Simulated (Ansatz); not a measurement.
# SnH2: a single-point run

Wanted: a converged single-point run for SnH2, and a check of what comes out. The structure is shown as the input types it. The cell is built on a prototype (fluorite) and needn't be the phase found in nature.

Program: Ansatz 0.2.0. Level of theory: density functional or hybrid calculation with the settings of its input, plane waves (as first typed). These are calculated values, not measurements.

6 further runs of the same task are left out: 6 that didn't finish.

### 1 The starting structure

It takes space group Fm-3m (No. 225, cubic). Conventional cell: a = 5.309 Å, b = 5.309 Å, c = 5.309 Å, α = 90.00°, β = 90.00°, γ = 90.00°. Around Sn (site symmetry m-3m) lie 8 H at 2.30 Å. H (site symmetry -43m) is surrounded by 4 Sn at 2.30 Å.

The input asks for a charge of +0.1 e on the cell.

Structure file:

```xyz
3
Lattice="0.0000 2.6545 2.6545 2.6545 0.0000 2.6545 2.6545 2.6545 0.0000" Properties=species:S:1:pos:R:3 pbc="T T T"
Sn    0.0000    0.0000    0.0000
H     1.3273    1.3273    1.3273
H     3.9818    3.9818    3.9818
```

### 2 Input and run

The input, input.yaml:

```yaml
crystal:
  lattice:
    - [0.0, 2.6545080109, 2.6545080109]
    - [2.6545080109, 0.0, 2.6545080109]
    - [2.6545080109, 2.6545080109, 0.0]
  atoms:
    - { symbol: Sn, position: [0.0, 0.0, 0.0] }
    - { symbol: H, position: [0.25, 0.25, 0.25] }
    - { symbol: H, position: [0.75, 0.75, 0.75] }
kpoints:
  mp_grid: { grid: [6, 6, 6] }
hamiltonian:
  xc: pbe
scf:
  occupations: { method: fermi_dirac, width: 0.02 }
  n_extra_bands: 4
  max_iter: 88
output:
  forces: true
  stress: true
  eigenvalues: true
total_charge: 0.1
```

Started as:

```
$ ansatz run input.yaml --threads 4 --pin off --max-ram 3686MiB --backend cpu --events-out ev --progress --plain --runs-dir out
```

Q: Will this input give a usable result? If not, why, and what should change?

The program finished normally. That alone doesn't make the input a sound one.

The suspect setting: total_charge is 0.1. With this charge the calculation describes a differently charged system.

The test: delete total_charge (the default then holds).
